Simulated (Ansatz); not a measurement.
# HfN: properties at the relaxed cell

One table from this session's results is given with a row withheld; the runs are named, their logs left out.

Computed with Ansatz 0.2.0 (DFT r2SCAN, scalar-relativistic, plane waves, PAW, unless a step's input says otherwise).

1 further run of the same task is left out (set aside as unsound or not needed).

## Starting point

It takes space group Fm-3m (No. 225, cubic). The conventional cell has a = 4.525 Å, b = 4.525 Å, c = 4.525 Å, α = 90.00°, β = 90.00°, γ = 90.00°. Hf (site symmetry m-3m) is surrounded by 6 N at 2.26 Å. Around N (site symmetry m-3m) lie 6 Hf at 2.26 Å.

Structure file:

```cif
data_structure
_symmetry_space_group_name_H-M 'Fm-3m'
_symmetry_Int_Tables_number 225
_cell_length_a 4.5255
_cell_length_b 4.5255
_cell_length_c 4.5255
_cell_angle_alpha 90.000
_cell_angle_beta 90.000
_cell_angle_gamma 90.000
_cell_volume 92.68
loop_
_atom_site_label
_atom_site_type_symbol
_atom_site_symmetry_multiplicity
_atom_site_Wyckoff_symbol
_atom_site_fract_x
_atom_site_fract_y
_atom_site_fract_z
_atom_site_occupancy
Hf1 Hf 4 a 0.00000 0.00000 0.00000 1
N1 N 4 b 0.50000 0.00000 0.00000 1
```

This cell was relaxed beforehand with the same method: volume 11.59 Å³/atom, gap on the mesh none (metal).

Set-up of the first run:

Input file input.yaml:

```yaml
crystal:
  lattice:
    - [0.0, 2.2627350014, 2.2627350014]
    - [2.2627350014, 0.0, 2.2627350014]
    - [2.2627350014, 2.2627350014, 0.0]
  atoms:
    - { symbol: Hf, position: [0.0, 0.0, 0.0] }
    - { symbol: "N", position: [0.5, 0.5, 0.5] }
basis:
  ecutwfc: 500
kpoints:
  mp_grid: { grid: [16, 16, 16] }
  band_path:
    path:
      - [[0.0, 0.0, 0.0], [0.5, 0.0, 0.5], [0.625, 0.25, 0.625]]
      - [[0.375, 0.375, 0.75], [0.0, 0.0, 0.0], [0.5, 0.5, 0.5], [0.5, 0.25, 0.75], [0.5, 0.0, 0.5]]
    npoints: 14
hamiltonian:
  xc: r2scan
scf:
  occupations: { method: gaussian, width: 0.1 }
  n_extra_bands: 6
output:
  forces: true
  stress: true
  eigenvalues: true
  populations: true
  dos: { projected: true, de: 0.02, nscf_kmesh: { grid: [24, 24, 24] } }
  bader: true
  write_density: true
  write_potential: true
  elf: true
  volumetric_format: npy
```

The run is started by

```
$ ansatz run input.yaml --threads 1 --pin off --max-ram 2560MiB --backend cpu --events-out ev --progress --plain --runs-dir out
```

Steps of the session up to this table: Electronic structure at the relaxed geometry; The cell as listed, for comparison; The cell scaled to 0.97 of its volume; The cell scaled to 1.03 of its volume; Point at V/V0 = 0.94; Volume × 1.06; The cell scaled to 0.91 of its volume; Point at V/V0 = 1.10; Point at V/V0 = 0.88.

One table of the session follows, with a row left open; its other results are not shown here.

It belongs to the step «Energy against volume». 

| volume (Å³/atom) | energy above the lowest point (meV/atom) | pressure (GPa) |
| --- | --- | --- |
| 10.195 | 182.9 | 47.13 |
| 10.542 | 97.1 | 32.41 |
| 10.890 | 40.8 | 19.86 |
| 11.238 | 9.6 | 9.14 |
| 11.585 | 0.0 | -0.02 |
| 11.933 | 8.8 | -7.85 |
| 12.280 | ? | ? |
| 12.744 | 86.5 | -21.98 |

**Question.** Estimate the row for volume (Å³/atom) = 12.280.

Worked estimate for «energy above the lowest point (meV/atom)». A straight line through the neighbours (11.933, 8.8) and (12.744, 86.5) gives 8.8 + (86.5 − 8.8) × (12.280 − 11.933) / (12.744 − 11.933) = 42.0; a parabola fitted to 3 rows on both sides gives 32.2.

**Answer.** energy above the lowest point (meV/atom): 33.3; pressure (GPa): -14.54. In «energy above the lowest point (meV/atom)» the line misses by +8.7 and the parabola by -1.1.

Caveats from the session: Spin polarisation is off in the runs that give these values; a magnetic solution could lie lower.
